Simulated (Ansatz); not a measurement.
# C₂H₅NSi: one species, many methods

How much do the methods differ for C₂H₅NSi? The plan is to run it at one geometry with functionals of several rungs and with coupled cluster. The yardstick is the atomisation energy at the CCSD(T) limit.

The runs use Ansatz 0.2.0, Gaussian basis; functionals in def2-TZVPP, the program's frozen cores in correlated methods.

The runs, in order: LDA (SPW92), PBE-D4, revPBE-D4, BLYP-D4, r2SCAN-D4, B97M-V, PBE0-D4, B3LYP-D4, r2SCANh-D4, r2SCAN0-D4, HSE06-D4, BHLYP-D4, CAM-B3LYP-D4, LC-ωPBE, ωB97X-V, ωB97M-V, B2PLYP, PBE-QIDH; CCSD(T)/def2-SVP; CCSD(T)/def2-TZVPP; MP2/def2-QZVPP; extrapolation to the limit; RPA on PBE.

## 1. The relaxed structure

The geometry comes from an earlier relaxation with PBE0-D4 in a triple-zeta def2 set; it is a stationary point, not always the lowest conformer.

9 atoms, charge 0, spin multiplicity 1.

Atoms are counted from 1 here; the program's logs count them from 0.

Bond lengths: N1–C2 1.215 Å, N1–H5 1.016 Å, C2–C3 1.307 Å, C3–Si4 1.849 Å, C3–H6 1.086 Å, Si4–H7 1.485 Å, Si4–H8 1.487 Å, Si4–H9 1.488 Å. Angles: C2–N1–H5 117.8°, N1–C2–C3 174.1°, C2–C3–Si4 121.0°, C2–C3–H6 117.6°, Si4–C3–H6 121.5°, C3–Si4–H7 108.6°, C3–Si4–H8 110.9°, C3–Si4–H9 110.8°, H7–Si4–H8 109.5°, H7–Si4–H9 109.4°, H8–Si4–H9 107.7°.

## 2. LDA

This LDA is Slater exchange with PW92 correlation.

File in.yaml:

```yaml
crystal:
  periodic: [false, false, false]
  atoms:
    - {symbol: N, position_ang: [0.336327, 0.852558, -2.253733]}
    - {symbol: C, position_ang: [0.485740, 0.660269, -1.063641]}
    - {symbol: C, position_ang: [0.690758, 0.331455, 0.184885]}
    - {symbol: Si, position_ang: [-0.445944, -0.834161, 1.061496]}
    - {symbol: H, position_ang: [-0.241366, 1.638155, -2.537959]}
    - {symbol: H, position_ang: [1.547733, 0.771094, 0.685734]}
    - {symbol: H, position_ang: [-1.518649, -1.245716, 0.121185]}
    - {symbol: H, position_ang: [0.290326, -2.037141, 1.533310]}
    - {symbol: H, position_ang: [-1.056523, -0.182914, 2.251621]}
basis:
  gaussian: {orbitals: def2-TZVPP}
hamiltonian: {xc: lda}
output: {orbitals: {seedname: orbitals}}
```

Launch:

```sh
$ ansatz run in.yaml --threads 2 --pin off --events-out ev --progress --plain --max-ram 4352MiB
```

The runs that follow: PBE-D4 (GGA); revPBE-D4 (GGA); BLYP-D4 (GGA); r2SCAN-D4 (meta-GGA); B97M-V (meta-GGA); B3LYP-D4 (hybrid); r2SCANh-D4 (hybrid); r2SCAN0-D4 (hybrid); HSE06-D4 (hybrid); BHLYP-D4 (hybrid); CAM-B3LYP-D4 (range-separated); LC-ωPBE (range-separated); ωB97X-V (range-separated); ωB97M-V (range-separated); B2PLYP (double hybrid); PBE-QIDH (double hybrid); CCSD(T) in def2-SVP; CCSD(T) in def2-TZVPP; MP2 in def2-QZVPP; RPA on PBE orbitals.

Q: Predict the results of all the runs planned. Wanted: atomisation energy, CCSD(T)/CBS; farthest beyond LDA; mean size of error, GGA; mean size of error, meta-GGA; mean size of error, hybrid; mean size of error, range-separated; mean size of error, double hybrid; gap, smallest and largest; T1 diagnostic.

As calculated:

| quantity | value |
| --- | --- |
| atomisation energy, CCSD(T)/CBS | 3357.1 kJ/mol |
| functionals within 16.8 kJ/mol (0.5 %) | r2SCANh-D4, LC-ωPBE, B2PLYP |
| farthest beyond LDA | PBE-D4 (+106.1 kJ/mol) |
| mean size of error, GGA | 58.9 kJ/mol |
| mean size of error, meta-GGA | 28.7 kJ/mol |
| mean size of error, hybrid | 36.4 kJ/mol |
| mean size of error, range-separated | 22.8 kJ/mol |
| mean size of error, double hybrid | 14.6 kJ/mol |
| gap, smallest and largest | 4.56 eV (LDA (SPW92)), 11.83 eV (LC-ωPBE) |
| T1 diagnostic | 0.0146 |
| triples share of the correlation energy | 4.5 % |

**Reading.** The LDA atomisation energy is off by 507.6 kJ/mol (15 %): it overbinds. PBE-D4 is off by +106.1 kJ/mol. Double hybrids carry the basis error of their MP2 part in triple zeta, and no dispersion term here, so their miss is partly the set-up's. By mean error the best rung here is double hybrid (14.6 kJ/mol) and the worst beyond LDA is GGA (58.9 kJ/mol). The gap between the best rungs is small, so their order is not settled. The reference freezes the cores and leaves out relativity and excitations past (T), so misses under about 16.8 kJ/mol can't be ranked. Hartree-Fock recovers 71 % of the binding; the rest is correlation. CCSD(T) in def2-SVP is off by -193.8 kJ/mol, which most functionals beat. The gap grows from 4.6 to 11.8 eV across the functionals, mostly with the share of exact exchange.
